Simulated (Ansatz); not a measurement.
**C3H8BClO2: geometry optimisation**

What shape does C3H8BClO2 take? The plan is to relax it.

Computed with Ansatz 0.2.0, Gaussian basis. Level: RKS PBE0-D4/def2-TZVP.

Levels to be run: relaxation at PBE0-D4/def2-TZVP.

1 further run of the same task is left out (set aside as unsound or not needed).

## Step 1: The starting structure

15 atoms, charge 0, spin multiplicity 1.

Atoms are counted from 1 here; the program's logs count them from 0.

Bond lengths: C1–C2 1.526 Å, C1–H8 1.086 Å, C1–H9 1.087 Å, C1–H10 1.087 Å, C2–C3 1.524 Å, C2–O4 1.430 Å, C2–H11 1.098 Å, C3–H12 1.087 Å, C3–H13 1.087 Å, C3–H14 1.086 Å, O4–B5 1.336 Å, B5–O6 1.344 Å, B5–Cl7 1.751 Å, O6–H15 0.958 Å. Angles: C2–C1–H8 109.8°, C2–C1–H9 109.9°, C2–C1–H10 110.0°, H8–C1–H9 108.9°, H8–C1–H10 109.2°, H9–C1–H10 108.9°, C1–C2–C3 112.0°, C1–C2–O4 109.3°, C1–C2–H11 109.2°, C3–C2–O4 107.6°, C3–C2–H11 110.1°, O4–C2–H11 108.6°, C2–C3–H12 109.9°, C2–C3–H13 110.2°, C2–C3–H14 109.8°, H12–C3–H13 108.7°, H12–C3–H14 109.2°, H13–C3–H14 109.0° and more.

Coordinates:

```xyz
15
charge 0, multiplicity 1
C    -0.1936    0.3523   -1.5729
C     0.2974   -0.3443   -0.3076
C    -0.1230   -1.8087   -0.2636
O    -0.2649    0.3022    0.8369
B     0.2690    1.3257    1.5101
O    -0.3665    1.8635    2.5658
Cl    1.8159    2.0326    1.0936
H     0.2288   -0.1328   -2.4482
H     0.1139    1.3952   -1.5651
H    -1.2787    0.3054   -1.6270
H     1.3911   -0.2640   -0.2519
H    -1.2070   -1.8829   -0.2963
H     0.2301   -2.2733    0.6532
H     0.2973   -2.3380   -1.1135
H    -1.2099    1.4671    2.7864
```

The start is a GFN2-xTB geometry.

## Step 2: Optimising with PBE0-D4/def2-TZVP

Input file in.yaml:

```yaml
crystal:
  periodic: [false, false, false]
  atoms:
    - {symbol: C, position_ang: [-0.193620, 0.352280, -1.572920]}
    - {symbol: C, position_ang: [0.297420, -0.344250, -0.307570]}
    - {symbol: C, position_ang: [-0.122950, -1.808670, -0.263590]}
    - {symbol: O, position_ang: [-0.264930, 0.302190, 0.836920]}
    - {symbol: B, position_ang: [0.269040, 1.325730, 1.510080]}
    - {symbol: O, position_ang: [-0.366460, 1.863540, 2.565760]}
    - {symbol: Cl, position_ang: [1.815880, 2.032550, 1.093640]}
    - {symbol: H, position_ang: [0.228800, -0.132810, -2.448160]}
    - {symbol: H, position_ang: [0.113930, 1.395210, -1.565050]}
    - {symbol: H, position_ang: [-1.278730, 0.305350, -1.627000]}
    - {symbol: H, position_ang: [1.391060, -0.264020, -0.251910]}
    - {symbol: H, position_ang: [-1.206970, -1.882920, -0.296280]}
    - {symbol: H, position_ang: [0.230120, -2.273290, 0.653240]}
    - {symbol: H, position_ang: [0.297320, -2.337960, -1.113540]}
    - {symbol: H, position_ang: [-1.209920, 1.467080, 2.786380]}
basis:
  gaussian: {orbitals: def2-TZVP}
hamiltonian: {xc: pbe0, dispersion: d4}
relax: {f_tol: 0.005, max_steps: 150}
```

Command:

```console
$ ansatz run in.yaml --threads 2 --pin off --events-out ev --progress --plain --max-ram 22528MiB --backend cuda --devices 0, --max-vram 18GiB
```

Q: Predict the results of all the runs planned. Wanted: point group; shift from the start; total energy; dispersion term; dipole moment.

**Answer**, as computed:

| quantity | value |
| --- | --- |
| point group | C1 |
| steps | 8 |
| shift from the start (rms) | 0.022 Å |
| total energy | -20529.3212 eV |
| dispersion term | -286 meV |
| dipole moment | 2.69 D |

What this shows: The relaxed geometry lies 0.022 Å (rms) from the start; the bond that changed most is B5–Cl7, from 1.751 to 1.773 Å. No vibrations were run, so it is not proven to be a minimum. The largest Mulliken charge, -0.39 e, sits on O6.
